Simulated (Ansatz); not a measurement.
# BrClFHOSn: small, medium and large basis sets

One table from this session's results is given with a row withheld; the runs are named, their logs left out.

Method: one geometry, several basis sets; program: Ansatz 0.2.0, Gaussian basis.

Levels to be run: PBE0-D4/def2-SVP; ωB97M-V/def2-SVP; PBE0-D4/def2-QZVPP; ωB97M-V/def2-QZVPP; the functionals' def2-TZVPP values are taken from earlier runs.

### Structure used throughout

The geometry comes from an earlier relaxation with PBE0-D4 in a triple-zeta def2 set; it is a stationary point. Sn takes the def2 core potential; no spin-orbit term is included.

SMILES `[OH][Sn]([F])([Cl])[Br]`, 6 atoms, charge 0, spin multiplicity 1.

Atoms are counted from 1 here; the program's logs count them from 0.

Bond lengths: O1–Sn2 1.929 Å, O1–H6 0.962 Å, Sn2–F3 1.899 Å, Sn2–Cl4 2.277 Å, Sn2–Br5 2.435 Å. Angles: Sn2–O1–H6 113.2°, O1–Sn2–F3 108.2°, O1–Sn2–Cl4 107.9°, O1–Sn2–Br5 112.8°, F3–Sn2–Cl4 107.5°, F3–Sn2–Br5 106.7°, Cl4–Sn2–Br5 113.5°.

Set-up of the first run:

File in.yaml:

```yaml
crystal:
  periodic: [false, false, false]
  atoms:
    - {symbol: O, position_ang: [-0.340264, -0.119302, 1.553300]}
    - {symbol: Sn, position_ang: [0.009764, -0.153976, -0.343680]}
    - {symbol: F, position_ang: [1.767785, -0.820346, -0.609611]}
    - {symbol: Cl, position_ang: [-1.434436, -1.635484, -1.294131]}
    - {symbol: Br, position_ang: [-0.061274, 2.058644, -1.358314]}
    - {symbol: H, position_ang: [0.100525, 0.606365, 2.006135]}
basis:
  gaussian: {orbitals: def2-SVP}
hamiltonian: {xc: pbe0, dispersion: d4}
output: {orbitals: {seedname: orbitals}}
```

Steps of the session up to this table: PBE0-D4 in def2-SVP; ωB97M-V in def2-SVP; PBE0-D4 in def2-QZVPP; ωB97M-V in def2-QZVPP.

One table of the session follows, with a row left open; its other results are not shown here.

It belongs to the step «Functionals by basis». 

```
functional       basis  HOMO (eV)  LUMO (eV)
   PBE0-D4    def2-SVP          ?          ?
   PBE0-D4  def2-TZVPP      -9.35      -2.89
   PBE0-D4  def2-QZVPP      -9.36      -2.91
   ωB97M-V    def2-SVP     -11.44      -0.62
   ωB97M-V  def2-TZVPP     -11.59      -0.85
   ωB97M-V  def2-QZVPP     -11.61      -0.93
```

Q: Estimate the row for PBE0-D4, def2-SVP from the others.

The run gave: HOMO (eV): -9.23; LUMO (eV): -2.75. In the column «HOMO (eV)» it is the highest.
